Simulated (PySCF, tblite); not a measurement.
# C5H7OSi+: excited states, first hyperpolarisability

Aim: compute the excited states, first hyperpolarisability of C5H7OSi+ (`[SiH3]c1cc[o+]cc1`).

Computed with tblite 0.8.0 and PySCF 2.14.0 and routines of our own; the level stands in each step. Atoms count from 0.

## 1. The system as given

14 atoms, charge 1, multiplicity 1; geometry from: force field or distance geometry start.

## 2. Geometry optimisation with GFN2-xTB

What the job is given:

```
{"job": {"kind": "relax", "xc": "GFN2-xTB", "basis": "xTB"}, "charge": 1, "multiplicity": 1}
Si     2.201900    -0.050800     0.121800
C      0.372900     0.034800     0.021200
C     -0.349000     1.185200     0.178300
C     -1.737100     1.191300     0.086400
O     -2.364700     0.050400    -0.115600
C     -1.692700    -1.051600    -0.264200
C     -0.313500    -1.135800    -0.200500
H      2.590500    -0.819900     1.306400
H      2.638000    -0.857200    -1.025600
H      2.845300     1.253500     0.052300
H      0.137400     2.124200     0.352600
H     -2.337300     2.093700     0.209100
H     -2.238100    -1.969900    -0.430800
H      0.245700    -2.048400    -0.313600
```

Run with:

```
$ OMP_NUM_THREADS=1 python excited_run.py task.json out
```

This one command runs all jobs of the session in turn.

What it wrote:

```text
step      E/eV     max force
  0    -533.19085    2.732
  1    -533.32446    1.371
  2    -533.39325    0.604
  3    -533.43931    0.422
  4    -533.46543    0.348
  5    -533.47587    0.249
  6    -533.48187    0.169
  7    -533.48460    0.132
  8    -533.48656    0.115
  9    -533.48781    0.084
 10    -533.48849    0.074
 11    -533.48908    0.073
 12    -533.48972    0.065
 13    -533.49048    0.081
 14    -533.49129    0.082
 15    -533.49204    0.078
 16    -533.49273    0.068
 17    -533.49342    0.076
 18    -533.49414    0.081
 19    -533.49475    0.059
 20    -533.49512    0.043
 21    -533.49535    0.039
 22    -533.49562    0.058
 23    -533.49599    0.066
 24    -533.49638    0.057
 25    -533.49661    0.030
 26    -533.49670    0.022
 27    -533.49675    0.021
 28    -533.49682    0.024
 29    -533.49690    0.021
 30    -533.49696    0.019
 31    -533.49702    0.019
 32    -533.49706    0.018
 33    -533.49709    0.014
 34    -533.49710    0.008
```

Wall time 0.19 s (1 thread of Arm Neoverse V1, shared host).

Step by step: (not every step is listed)

```
step  energy from step 0 (eV)  largest force (eV/Å)
   0                   0.0000                2.7322
   1                  -0.1336                1.3713
   2                  -0.2024                0.6038
   3                  -0.2485                0.4216
   4                  -0.2746                0.3484
   5                  -0.2850                0.2491
   6                  -0.2910                0.1688
   7                  -0.2938                0.1325
   8                  -0.2957                0.1146
  10                  -0.2976                0.0736
  12                  -0.2989                0.0645
  14                  -0.3004                0.0815
  16                  -0.3019                0.0685
  18                  -0.3033                0.0810
  20                  -0.3043                0.0435
  22                  -0.3048                0.0583
  24                  -0.3055                0.0572
  26                  -0.3059                0.0224
  28                  -0.3060                0.0244
  29                  -0.3061                0.0210
  30                  -0.3061                0.0190
  31                  -0.3062                0.0187
  32                  -0.3062                0.0183
  33                  -0.3062                0.0139
  34                  -0.3063                0.0081
```

Close pairs (by a distance rule), those that changed most:

```
  bond  before (Å)  after (Å)  change (Å)
Si0–C1       1.834      1.934      +0.100
 C1–C2       1.367      1.401      +0.034
 C1–C6       1.375      1.402      +0.027
 C2–C3       1.391      1.375      -0.016
 O4–C5       1.299      1.312      +0.013
Si0–H8       1.469      1.459      -0.010
 C5–C6       1.383      1.374      -0.009
C3–H11       1.091      1.083      -0.007
```

The next job starts from the end point, and lists it.

## 3. Infrared spectrum with GFN2-xTB

What the job is given:

```
{"job": {"kind": "ir", "xc": "GFN2-xTB", "basis": "xTB"}, "charge": 1, "multiplicity": 1}
Si     2.339004    -0.056252     0.104764
C      0.408350     0.004100     0.013821
C     -0.319232     1.191301     0.169883
C     -1.692042     1.165628     0.098799
O     -2.354474     0.054147    -0.113066
C     -1.715832    -1.082409    -0.259919
C     -0.344803    -1.158024    -0.204175
H      2.571790    -0.756179     1.364854
H      2.709453    -0.824210    -1.078956
H      2.758860     1.338730     0.089632
H      0.188158     2.126176     0.344185
H     -2.325093     2.038287     0.205997
H     -2.368158    -1.930719    -0.427786
H      0.143342    -2.111050    -0.330200
```

What it wrote:

```text
mode    cm-1     km/mol
  1     -14.7      0.18
  2     124.8      0.12
  3     199.0      0.02
  4     328.9      0.01
  5     352.7     10.26
  6     374.9      1.66
  7     537.4     55.28
  8     552.3    102.33
  9     629.3      0.76
 10     656.2      0.27
 11     699.3      3.27
 12     722.9    136.62
 13     729.5    133.94
 14     768.6    311.35
 15     791.6     13.23
 16     877.1      0.06
 17     911.3      0.00
 18     930.0      0.00
 19     981.0     54.16
 20    1052.7     22.27
 21    1089.5      0.56
 22    1122.2      7.47
 23    1174.4      4.26
 24    1227.0      0.02
 25    1239.3      1.58
 26    1389.3     14.13
 27    1395.2     55.79
 28    1460.8      1.94
 29    1545.0    228.86
 30    2308.0     78.93
 31    2322.0    171.60
 32    2343.5    208.48
 33    3064.2     22.20
 34    3066.4     24.01
 35    3113.6      2.61
 36    3116.6      4.85
```

Run time: 0.38 s. Hardware: 1 thread of Arm Neoverse V1, shared host.

Which atoms move in the most intense modes:

```
cm⁻¹  km/mol                               atoms
 552   102.3           H7 32 %, H8 21 %, C1 12 %
 723   136.6           H7 58 %, H8 26 %, H9 12 %
 730   133.9           H9 47 %, H8 38 %, H7 11 %
 769   311.4           H9 35 %, H8 31 %, H7 26 %
1545   228.9  C6 24 %, C2 23 %, C5 19 %, C3 19 %
2308    78.9                             H7 89 %
2322   171.6                             H8 87 %
2344   208.5                             H9 90 %
```

## 4. Excited states: TDA PBE0/def2-SVP

Settings changed since step 3:

```diff
@@ -1,2 +1,2 @@
-{"job": {"kind": "ir", "xc": "GFN2-xTB", "basis": "xTB"}, "charge": 1, "multiplicity": 1}
+{"job": {"kind": "states", "xc": "PBE0", "basis": "def2-SVP", "tda": true, "soc": true, "nstates": 5, "ntriplets": 6, "nquad": 4}, "charge": 1, "multiplicity": 1}
 Si     2.339004    -0.056252     0.104764
```

With the program's defaults for keys left out, this is: TDA PBE0/def2-SVP excited states, vertical, gas phase, spin-orbit mean-field couplings.

What it wrote:

```text
coarse grid: 12480 points
cycle   1  E = -558.3220455571  dE =  1.370e+00  |g| = 3.867e-01  |ddm| = 4.004e+00
cycle   2  E = -558.3014761836  dE =  2.057e-02  |g| = 4.944e-01  |ddm| = 7.622e-01
cycle   3  E = -558.3576168639  dE = -5.614e-02  |g| = 7.722e-02  |ddm| = 4.542e-01
cycle   4  E = -558.3586919908  dE = -1.075e-03  |g| = 4.986e-02  |ddm| = 1.271e-01
cycle   5  E = -558.3593105278  dE = -6.185e-04  |g| = 1.113e-02  |ddm| = 5.174e-02
cycle   6  E = -558.3593321866  dE = -2.166e-05  |g| = 3.516e-03  |ddm| = 1.076e-02
cycle   7  E = -558.3593349669  dE = -2.780e-06  |g| = 7.304e-04  |ddm| = 3.359e-03
final grid: 116784 points
cycle   8  E = -558.4390990259  dE = -1.709e-05  |g| = 9.621e-03  |ddm| = 2.873e-02
cycle   9  E = -558.4390684118  dE =  3.061e-05  |g| = 1.577e-02  |ddm| = 1.823e-02
cycle  10  E = -558.4391172429  dE = -4.883e-05  |g| = 1.884e-03  |ddm| = 1.218e-02
cycle  11  E = -558.4391181808  dE = -9.379e-07  |g| = 3.416e-04  |ddm| = 2.076e-03
cycle  12  E = -558.4391182097  dE = -2.890e-08  |g| = 1.084e-04  |ddm| = 4.348e-04
cycle  13  E = -558.4391182130  dE = -3.256e-09  |g| = 1.432e-05  |ddm| = 1.294e-04
cycle  14  E = -558.4391182130  dE = -4.843e-11  |g| = 4.158e-06  |ddm| = 2.511e-05
converged SCF energy = -558.4391182130

Singlet excitations
state   eV       nm        f     d(h-e)  d(exc)  Lambda  PR(NTO)  |dmu|/D   mu/D   main configurations
  1   4.8355   256.4   0.00748   1.311   2.995   0.512   1.011    3.749    2.318   H-2->L 0.85, H-3->L 0.09
  2   5.4308   228.3   0.01061   3.194   4.035   0.325   1.008    9.970    8.549   H-3->L 0.82, H-2->L 0.11
  3   5.4605   227.1   0.15586   2.798   3.884   0.539   1.074    7.988    6.568   H-1->L 0.80, H-3->L 0.08
  4   5.6594   219.1   0.17495   0.273   2.565   0.672   1.297    0.685    2.115   H->L 0.79
  5   6.3755   194.5   0.00014   1.426   3.043   0.339   1.009                     H-2->L+1 0.87

Triplet excitations (Tamm-Dancoff)
state   eV     d(h-e)  d(exc)  Lambda  PR(NTO)   main configurations
  1   3.6085   0.128   2.453   0.709   1.015   H->L 0.97
  2   4.2278   1.272   2.922   0.521   1.012   H-2->L 0.76, H-1->L 0.15
  3   4.3332   0.923   2.876   0.588   1.015   H-1->L 0.57, H-4->L 0.26, H-2->L 0.14
  4   4.7037   0.130   2.340   0.890   1.078   H->L+1 0.94
  5   5.3336   3.154   4.004   0.295   1.004   H-3->L 0.91
  6   5.5806   2.482   3.620   0.681   1.022   H-4->L 0.71, H-1->L 0.25
S1 - T1 = 1.2270 eV

Spin-orbit couplings |<S|Hso|T>| (cm-1)
             T1       T2       T3       T4       T5       T6
S0        0.065    6.786    1.538    0.020    0.763    0.131
S1        1.562    5.184   21.027    1.983   33.590   24.455
S2        0.923   33.663   19.619    3.223    8.352   36.284
S3        0.697   31.511    8.793    0.890   36.787    8.397
S4        0.009    4.496    1.585    0.248    4.800    2.328
S5        0.679    0.947    0.223    1.425    0.215    0.642
T1 sublevels (cm-1): 0.000 0.000 0.000   radiative rates (1/s): 0.0136 0.0135 0.175
```

Wall time 20 s (1 thread of Arm Neoverse V1, shared host); peak memory 0.61 GiB.

Key values:

```
  quantity    value
S1 less T1  1.23 eV
```

Orbitals, density, ELF and potential are computed afterwards from the orbital file.

Frontier orbitals at PBE0/def2-SVP, with the share of their density that lies nearest to each atom:

```
orbital  energy (eV)                                   lies on
   HOMO       -13.75       C3, C5, C6 about 23 % each; C2 16 %
   LUMO        -7.77  C1 31 %; C3, C5 about 17 % each; O4 16 %
```

ELF in a plane through or near 12 of the atoms.

Ten even steps from ' ' (0.00) to '@' (1.00):
```
                                                        
                                                        
                                                        
                        ==##++        ..--              
          ==****::    ##@@@@@@++    ##@@@@@@##          
        ##@@@@@@##..  ##@@@@@@**....@@@@@@@@@@::        
      --@@@@@@@@@@**  ::##@@%%++**++%%@@@@@@++          
      --@@@@@@@@@@**    --++**::%%::%%--**..            
      ..**@@@@**==--==++**%%====%%==..++==....          
        ..::  ####..@@%%::::##::  ::##====@@%%++        
        ..::  ####..%%%%::::##::..::##====@@%%++        
        ::++++--..::====++%%====%%==--**==::::          
        ..--++++--..  ..--++++--@@--++==++..            
          ..::--..    ==%%@@##++**++##@@@@%%--          
                      %%@@@@@@++..::@@@@@@@@@@..        
                      %%@@@@@@--    %%@@@@@@##          
                      ..++##==        --==..            
                                                        
                                                        
                                                        
```
The map spans 10.6 Å across and 9.5 Å up, centred on the molecule. Atoms in the plane (x, y in Å): Si0 (-2.3, 0.0), C1 (-0.4, 0.0), C2 (0.3, 1.2), C3 (1.7, 1.1), O4 (2.4, 0.0), C5 (1.7, -1.1), C6 (0.3, -1.2), H9 (-2.7, 1.4), H10 (-0.1, 2.2), H11 (2.4, 2.0), H12 (2.3, -2.0), H13 (-0.2, -2.1).

On the surface of density 0.002 e/bohr³ the electrostatic potential runs, from the 1st to the 99th percentile, from 3.53 to 5.58 V.

## 5. Excited states: TDDFT CAM-B3LYP/def2-SVPD

Settings changed since step 4:

```diff
@@ -1,2 +1,2 @@
-{"job": {"kind": "states", "xc": "PBE0", "basis": "def2-SVP", "tda": true, "soc": true, "nstates": 5, "ntriplets": 6, "nquad": 4}, "charge": 1, "multiplicity": 1}
+{"job": {"kind": "states", "xc": "CAM-B3LYP", "basis": "def2-SVPD", "tpa": true, "nstates": 6, "nquad": 5, "ntriplets": 0}, "charge": 1, "multiplicity": 1}
 Si     2.339004    -0.056252     0.104764
```

Level: TDDFT CAM-B3LYP/def2-SVPD excited states, vertical, gas phase, two-photon moments by quadratic response.

What it wrote:

```text
coarse grid: 12480 points
cycle   1  E = -558.6009345210  dE =  1.565e+00  |g| = 4.537e-01  |ddm| = 7.652e+00
cycle   2  E = -558.6188193553  dE = -1.788e-02  |g| = 4.371e-01  |ddm| = 1.687e+00
cycle   3  E = -558.6567848738  dE = -3.797e-02  |g| = 6.154e-02  |ddm| = 7.848e-01
cycle   4  E = -558.6575260347  dE = -7.412e-04  |g| = 2.807e-02  |ddm| = 1.824e-01
cycle   5  E = -558.6577047426  dE = -1.787e-04  |g| = 5.959e-03  |ddm| = 8.058e-02
cycle   6  E = -558.6577130619  dE = -8.319e-06  |g| = 1.541e-03  |ddm| = 2.089e-02
final grid: 116784 points
cycle   7  E = -558.7523058440  dE = -2.982e-05  |g| = 3.742e-03  |ddm| = 1.261e-01
cycle   8  E = -558.7523053229  dE =  5.212e-07  |g| = 4.272e-03  |ddm| = 1.415e-02
cycle   9  E = -558.7523090115  dE = -3.689e-06  |g| = 7.400e-04  |ddm| = 6.046e-03
cycle  10  E = -558.7523091196  dE = -1.081e-07  |g| = 1.316e-04  |ddm| = 1.457e-03
cycle  11  E = -558.7523091239  dE = -4.276e-09  |g| = 6.589e-05  |ddm| = 4.655e-04
cycle  12  E = -558.7523091250  dE = -1.138e-09  |g| = 1.150e-05  |ddm| = 1.803e-04
cycle  13  E = -558.7523091250  dE = -3.638e-11  |g| = 4.960e-06  |ddm| = 3.454e-05
converged SCF energy = -558.7523091250

Singlet excitations
state   eV       nm        f     d(h-e)  d(exc)  Lambda  PR(NTO)  |dmu|/D   mu/D   delta(TPA)   sigma/GM   main configurations
  1   5.0368   246.2   0.00521   1.115   2.865   0.524   1.025    3.482    2.142        4.61      0.043   H-2->L 0.89
  2   5.2480   236.3   0.12416   0.302   2.488   0.674   1.289    0.911    2.251       10.96      0.111   H->L 0.94
  3   5.8880   210.6   0.16487   1.582   3.292   0.595   1.298    4.847    3.514      265.30      3.370   H-1->L 0.84, H->L+1 0.08
  4   6.2757   197.6   0.00321   2.911   3.868   0.273   1.011    9.546    8.220       12.18      0.176   H-3->L 0.90
  5   6.7314   184.2   0.00003   1.182   2.922   0.357   1.025    3.701    2.361        0.08      0.001   H-2->L+1 0.88
  6   6.8710   180.4   0.08887   1.443   3.261   0.754   1.988                                            H-4->L 0.50, H->L+1 0.38, H-1->L 0.10
```

It took 37 s on 1 thread of Arm Neoverse V1, shared host; peak memory 0.77 GiB.

## 6. First hyperpolarisability: quadratic response wB97X-D/def2-SVPD

Settings changed since step 5:

```diff
@@ -1,2 +1,2 @@
-{"job": {"kind": "states", "xc": "CAM-B3LYP", "basis": "def2-SVPD", "tpa": true, "nstates": 6, "nquad": 5, "ntriplets": 0}, "charge": 1, "multiplicity": 1}
+{"job": {"kind": "beta", "xc": "wB97X-D", "basis": "def2-SVPD", "wavelengths": [1064, 800]}, "charge": 1, "multiplicity": 1}
 Si     2.339004    -0.056252     0.104764
```

With the program's defaults for keys left out, this is: quadratic response wB97X-D/def2-SVPD first hyperpolarisability, Taylor convention, gas phase.

What it wrote:

```text
coarse grid: 12480 points
cycle   1  E = -558.6399359581  dE =  1.617e+00  |g| = 4.642e-01  |ddm| = 7.119e+00
cycle   2  E = -558.6724527364  dE = -3.252e-02  |g| = 3.902e-01  |ddm| = 1.581e+00
cycle   3  E = -558.7017089355  dE = -2.926e-02  |g| = 6.419e-02  |ddm| = 7.372e-01
cycle   4  E = -558.7025137413  dE = -8.048e-04  |g| = 3.060e-02  |ddm| = 2.457e-01
cycle   5  E = -558.7027079808  dE = -1.942e-04  |g| = 8.073e-03  |ddm| = 8.605e-02
cycle   6  E = -558.7027232276  dE = -1.525e-05  |g| = 3.044e-03  |ddm| = 3.149e-02
cycle   7  E = -558.7027257624  dE = -2.535e-06  |g| = 9.073e-04  |ddm| = 7.234e-03
final grid: 116784 points
cycle   8  E = -558.7882260016  dE = -7.866e-05  |g| = 4.871e-03  |ddm| = 2.261e-01
cycle   9  E = -558.7882257377  dE =  2.640e-07  |g| = 5.543e-03  |ddm| = 3.036e-02
cycle  10  E = -558.7882317341  dE = -5.996e-06  |g| = 6.385e-04  |ddm| = 8.974e-03
cycle  11  E = -558.7882318436  dE = -1.095e-07  |g| = 3.591e-04  |ddm| = 3.063e-03
cycle  12  E = -558.7882318763  dE = -3.268e-08  |g| = 3.841e-05  |ddm| = 9.276e-04
cycle  13  E = -558.7882318773  dE = -1.027e-09  |g| = 2.051e-05  |ddm| = 2.404e-04
cycle  14  E = -558.7882318775  dE = -1.760e-10  |g| = 5.951e-06  |ddm| = 8.133e-05
converged SCF energy = -558.7882318775

Lowest singlets (eV, f): 5.0250 0.0050  5.2511 0.1252  5.8942 0.1643

First hyperpolarisability (au)
process     nm      |vector|   parallel      HRS      DR
static         -       55.08     -29.43      49.84   1.848
shg       1064.0       95.67      -54.2      70.22   2.075
eope      1064.0       66.55     -36.51          -       -
shg        800.0      143.13     -82.73       94.3   2.255
eope       800.0       76.67     -42.69          -       -
```

Wall time 34 s (1 thread of Arm Neoverse V1, shared host); peak memory 0.73 GiB.

## 7. Results

```
                                               quantity                                             value
              strongest single infrared mode (GFN2-xTB)                              769 cm⁻¹, 311 km/mol
                           zero-point energy (GFN2-xTB)                                     61.8 kcal/mol
                 S1 less T1 (step 4, TDA PBE0/def2-SVP)                                           1.23 eV
β vector (step 6, quadratic response wB97X-D/def2-SVPD)  static 55, SHG 1064.0 nm 96, SHG 800.0 nm 143 au
```

**Reading.** The lowest mode is slightly imaginary (15i cm⁻¹), a soft motion within the noise of the Hessian, so the minimum is not strictly shown. The strongest single mode, at 769 cm⁻¹, is spread over several atoms, H9, H8, H7 among them. Unscaled tight-binding wavenumbers are off by several per cent, some by more. Its intensities can rank the bands wrongly. In step 4, the number of triplets below S1 is 4, and the largest singlet-triplet spin-orbit coupling is S3–T5, 36.79 cm⁻¹. At PBE0/def2-SVP, counted by nearest atom on the grid, the HOMO lies on C3, C5, C6 about 23 % each; C2 16 %, the LUMO on C1 31 %; C3, C5 about 17 % each. β grows from 55 au (static) to 143 au for doubling at 800.0 nm: normal dispersion, which grows as twice the photon energy moves toward the bright states.
